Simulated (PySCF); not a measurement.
# C₂H₉BCl₂Si₂: electronic excitations

Wanted: the electronic excitations of C₂H₉BCl₂Si₂ (`[SiH3]C([SiH3])CB(Cl)Cl`), by calculation.

Computed with PySCF 2.14.0, with density-fitted response routines of our own, on a single molecule in the gas phase. Atoms count from 0, in the outputs and in this text.

### Step 1. The starting structure

16 atoms, charge 0, multiplicity 1; geometry from: GFN2-xTB.

Bonds of the start (Å): Si0–C1 1.91, C1–Si2 1.91, C1–C3 1.55, C3–B4 1.59, B4–Cl5 1.72, B4–Cl6 1.72, Si0–H7 1.46, Si0–H8 1.46, Si0–H9 1.47, C1–H10 1.09, Si2–H11 1.47, Si2–H12 1.46, Si2–H13 1.46, C3–H14 1.09, C3–H15 1.10.

### Step 2. Ultraviolet spectrum: B3LYP/def2-SVPD

The job: settings as JSON, then the geometry in Å.

```
{"job": {"kind": "uv", "xc": "B3LYP", "basis": "def2-SVPD", "nstates": 8, "ntriplets": 3}, "charge": 0, "multiplicity": 1}
Si    -0.239911     1.347864     1.156363
C     -0.438872     0.040387    -0.216226
Si    -1.768983    -1.271537     0.174327
C      0.911219    -0.643854    -0.538535
B      1.991054     0.384074    -1.078929
Cl     1.667784     1.332290    -2.477101
Cl     3.497097     0.614339    -0.281669
H      0.260118     0.697984     2.369601
H     -1.538333     1.972687     1.407714
H      0.715129     2.377471     0.734502
H     -0.762700     0.568483    -1.118941
H     -1.883128    -2.180941    -0.971171
H     -1.364489    -2.035797     1.356004
H     -3.052776    -0.613296     0.413048
H      1.267628    -1.163514     0.353494
H      0.731564    -1.417696    -1.293892
```

Method: TDDFT B3LYP/def2-SVPD, vertical, gas phase, core orbitals frozen in the response.

The run is started by

```console
> OMP_NUM_THREADS=1 python probes_run.py task.json out
```

This one command runs all jobs of the session in turn.

What will the session give for the following? lowest singlet (B3LYP/def2-SVPD); brightest single state of those computed; lowest triplet; surface potential, 1st and 99th percentile. Wanted: lowest singlet; brightest single state of those computed; lowest triplet; surface potential, 1st and 99th percentile.

**Answer**, as computed:

| quantity | value |
| --- | --- |
| lowest singlet (B3LYP/def2-SVPD) | 5.24 eV (237 nm), f = 0.012 |
| brightest single state of those computed | state 6, 7.00 eV, f = 0.109 |
| lowest triplet | 4.91 eV |
| surface potential, 1st and 99th percentile | -0.35 V and 1.16 V |

The first singlet state (HOMO→LUMO 0.97) lies at 5.24 eV and is weak; of the 8 states computed, the strongest absorption comes from state 6 at 7.00 eV (the last state computed is bright too, and its partners may lie past the list). The lowest triplet lies 0.33 eV below the lowest singlet (triplets in Tamm-Dancoff, singlets in full TDDFT). At B3LYP/def2-SVPD, counted by nearest atom on the grid, the HOMO lies on C1 29 %; Si2 10 %, the LUMO on B4 53 %; Cl5, Cl6 about 14 % each.
